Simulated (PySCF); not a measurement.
# C5H8Si: the cost of one run

Programs: PySCF 2.14.0, with density-fitted response routines of our own. Each step states its level of theory. These are calculated values for one molecule in the gas phase, unless marked as measured. Atoms are numbered from 0 throughout.

## (1) The molecule as given

14 atoms, charge 0, multiplicity 1; geometry from: GFN2-xTB. The atoms were then displaced at random by about 0.01 Å, so the start is not that level's minimum.

Bonds of the start (Å): C0–C1 1.52, C1–C2 1.35, C2–Si3 1.83, Si3–C4 1.89, C4–C5 1.33, C5–C1 1.46, C0–H6 1.09, C0–H7 1.06, C0–H8 1.11, C2–H9 1.09, Si3–H10 1.49, Si3–H11 1.47, C4–H12 1.08, C5–H13 1.08.

## (2) Relaxing the molecule at PBE0-D3(BJ)/def2-SVP

What the job is given:

```
{"job": {"xc": "PBE0", "basis": "def2-SVP", "d3": "d3bj", "grid": 1, "shake": 0.01, "kind": "geom"}, "charge": 0, "multiplicity": 1}
C      2.136530    -0.024080    -0.203810
C      0.626280     0.050660    -0.047590
C     -0.094110     1.117780     0.355850
Si    -1.873930     0.705240     0.406410
C     -1.485930    -1.043020    -0.197880
C     -0.164670    -1.133210    -0.352970
H      2.384090    -0.242970    -1.239120
H      2.552850    -0.770330     0.425360
H      2.570370     0.959220     0.071870
H      0.398860     2.051520     0.626950
H     -2.499080     0.726520     1.761790
H     -2.707090     1.464070    -0.540640
H     -2.181570    -1.846530    -0.394070
H      0.330240    -2.029970    -0.679910
```

The run is started by

```console
$ OMP_NUM_THREADS=1 python probes_run.py task.json out
```

One launch serves the whole session: the jobs run in the order shown.

**Question.** How long does this first job take on 1 thread of Arm Neoverse V2, shared host, and how much memory does it need?

About 28 s, with a peak of 0.5 GiB.
